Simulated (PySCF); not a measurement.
# Cl4H4HfO2 (cis-Hf(H2O)2Cl4): the cost of one run

Computed with PySCF 2.14.0 and routines of our own; the level stands in each step. Atoms count from 0.

## Step 1: The system as given

11 atoms, charge 0, multiplicity 1; geometry from: GFN2-xTB.

## Step 2: Optimising the geometry at PBE0-D3(BJ)/def2-SVP

The job: settings as JSON, then the geometry in Å.

```
{"job": {"xc": "PBE0", "basis": "def2-SVP", "d3": "d3bj", "grid": 1, "maxiter": 30, "shake": 0.03, "kind": "geom"}, "charge": 0, "multiplicity": 1}
Hf    -0.406570    -0.081300    -0.452630
O     -0.442480     0.004340     1.785390
H     -0.505850    -0.949130     1.954000
H     -1.180810     0.391930     2.070120
Cl    -0.136180    -0.147130    -2.768700
O      1.777920     0.020160    -0.436990
H      1.990190     0.961480    -0.484800
H      2.137490    -0.373410    -1.283250
Cl    -2.745280     0.103810    -0.054860
Cl    -0.058360     2.287790    -0.312890
Cl    -0.332000    -2.304040     0.015500
```

On the command line:

```bash
OMP_NUM_THREADS=1 python heavy_run.py task.json out
```

This one command runs all jobs of the session in turn.

Q: Estimate the wall time and peak memory of this first job on 1 thread of Arm Neoverse V1, shared host.

About 6.4 min, with a peak of 0.59 GiB.
